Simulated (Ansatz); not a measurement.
# Li2SnF3: the cost of one run

Method: DFT PBE+D3(BJ), scalar-relativistic, plane waves, PAW, in Ansatz 0.2.0.

2 further runs of the same task are left out: 1 that didn't finish, 1 set aside as unsound or not needed.

## (1) The structure to begin with

It takes space group P3m1 (No. 156, trigonal). The conventional cell has a = 3.046 Å, b = 3.046 Å, c = 8.736 Å, α = 90.00°, β = 90.00°, γ = 120.00°. Around Li (site symmetry 3m) lie 6 F at 2.07 Å. Li (site symmetry 3m) is surrounded by 6 F at 2.06 to 2.11 Å. Sn (site symmetry 3m) is surrounded by 1 F at 2.20 Å. Around F (site symmetry 3m) lie 3 Li at 2.06 Å. F (site symmetry 3m) is surrounded by 3 Li at 2.07 Å and 1 Sn at 2.20 Å. F (site symmetry 3m) has 6 Li at 2.07 to 2.11 Å as nearest neighbours.

As a file:

```
Li Sn F
1.0
     3.04606    0.00000    0.00000
    -1.52303    2.63797    0.00000
     0.00000    0.00000    8.73555
Li Sn F
2 1 3
Direct
  0.00000 0.00000 0.51961
  0.33333 0.66667 0.77822
  0.33333 0.66667 0.14395
  0.00000 0.00000 0.90182
  0.33333 0.66667 0.39527
  0.66667 0.33333 0.64565
```

It is the end of an earlier relaxation with the same method, from a generated guess; it is a trial structure. At a tolerance of 0.05 Å it has space group P3m1 (No. 156); it has 11.70 Å³/atom, an uncorrected energy of -2.47 eV/atom over the elements.

## (2) Bands, states and charges

File input.yaml:

```yaml
crystal:
  lattice:
    - [3.0460614869, 0.0, 0.0]
    - [-1.5230307434, 2.6379666291, 0.0]
    - [0.0, 0.0, 8.7355538908]
  atoms:
    - { symbol: Li, position: [0.0, 0.0, 0.5196092032] }
    - { symbol: Li, position: [0.3333333333, 0.6666666667, 0.7782191525] }
    - { symbol: Sn, position: [0.3333333333, 0.6666666667, 0.143952651] }
    - { symbol: F, position: [0.0, 0.0, 0.9018213951] }
    - { symbol: F, position: [0.3333333333, 0.6666666667, 0.3952692047] }
    - { symbol: F, position: [0.6666666667, 0.3333333333, 0.6456456434] }
basis:
  ecutwfc: 420
kpoints:
  mp_grid: { grid: [12, 12, 6] }
  band_path:
    path:
      - [[0.0, 0.0, 0.0], [0.5, 0.0, 0.0], [0.33333333, 0.33333333, 0.0], [0.0, 0.0, 0.0], [0.0, 0.0, 0.5], [0.5, 0.0, 0.5], [0.33333333, 0.33333333, 0.5], [0.0, 0.0, 0.5]]
      - [[0.5, 0.0, 0.5], [0.5, 0.0, 0.0]]
      - [[0.33333333, 0.33333333, 0.5], [0.33333333, 0.33333333, 0.0]]
    npoints: 14
hamiltonian:
  xc: pbe
  dispersion: d3bj
scf:
  occupations: { method: gaussian, width: 0.1 }
  n_extra_bands: 15
output:
  forces: true
  stress: true
  eigenvalues: true
  populations: true
  dos: { projected: true, de: 0.02, nscf_kmesh: { grid: [15, 15, 8] } }
  bader: true
  write_density: true
  write_potential: true
  elf: true
  volumetric_format: npy
```

Run with:

```
ansatz run input.yaml --threads 1 --pin off --max-ram 2560MiB --backend cpu --events-out ev --progress --plain --runs-dir out
```

What time and memory should one allow on 1 thread of Arm Neoverse N1, shared host?

About 3.1 min, with a peak of 0.6 GiB.
